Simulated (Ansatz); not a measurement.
# H7NOSi2: the cost of one run

Program: Ansatz 0.2.0. Level of theory: RKS PBE-D4/6-31G. These are calculated values, not measurements.

### 1 The structure to begin with

Bond lengths: Si1–O2 1.680 Å, O2–Si3 1.680 Å, Si3–H4 1.460 Å, Si3–H5 1.460 Å, Si3–H6 1.460 Å, Si1–N7 1.820 Å, N7–H8 1.060 Å, N7–H9 1.060 Å, Si1–H10 1.459 Å, Si1–H11 1.459 Å. Angles (14 of 16 angles, heavy atoms first): Si1–O2–Si3 125.0°, O2–Si1–N7 109.5°, O2–Si1–H10 109.5°, O2–Si1–H11 109.5°, N7–Si1–H10 109.5°, N7–Si1–H11 109.5°, O2–Si3–H4 109.5°, O2–Si3–H5 109.5°, O2–Si3–H6 109.5°, Si1–N7–H8 120.0°, Si1–N7–H9 120.0°, H10–Si1–H11 109.5°, H4–Si3–H5 109.4°, H4–Si3–H6 109.4°.

As a file:

```xyz
11

Si    0.0000    0.0000    0.0000
O     0.0000    0.0000    1.6800
Si   -1.3147   -0.4067    2.6436
H    -2.2390   -1.2403    1.8804
H    -0.8506   -1.1432    3.8157
H    -1.9987    0.8095    3.0733
N     1.7163    0.0000   -0.6061
H     2.2145   -0.9180   -0.7868
H     2.2175    0.9180   -0.7783
H    -0.6877    1.1914   -0.4862
H    -0.6877   -1.1914   -0.4862
```

### 2 Preparing the start

The input, input.yaml:

```yaml
crystal:
  periodic: [false, false, false]
  atoms:
    - { symbol: Si, position_ang: [0.0, 0.0, 0.0] }
    - { symbol: O, position_ang: [0.0, 0.0, 1.68] }
    - { symbol: Si, position_ang: [-1.3147, -0.4067, 2.6436] }
    - { symbol: H, position_ang: [-2.239, -1.2403, 1.8804] }
    - { symbol: H, position_ang: [-0.8506, -1.1432, 3.8157] }
    - { symbol: H, position_ang: [-1.9987, 0.8095, 3.0733] }
    - { symbol: "N", position_ang: [1.7163, 0.0, -0.6061] }
    - { symbol: H, position_ang: [2.2145, -0.918, -0.7868] }
    - { symbol: H, position_ang: [2.2175, 0.918, -0.7783] }
    - { symbol: H, position_ang: [-0.6877, 1.1914, -0.4862] }
    - { symbol: H, position_ang: [-0.6877, -1.1914, -0.4862] }
basis:
  gaussian: { orbitals: "6-31G" }
hamiltonian:
  xc: pbe
  dispersion: d4
relax:
  f_tol: 0.02
  max_steps: 40
output:
  orbitals: {}
```

On the command line:

```
$ ansatz run input.yaml --threads 1 --pin off --max-ram 2048MiB --backend cpu --events-out ev --progress --plain --runs-dir out
```

Q: Estimate wall time and peak memory on 1 thread of Arm Neoverse V1, shared host.

About 78 s, with a peak of 0.14 GiB.
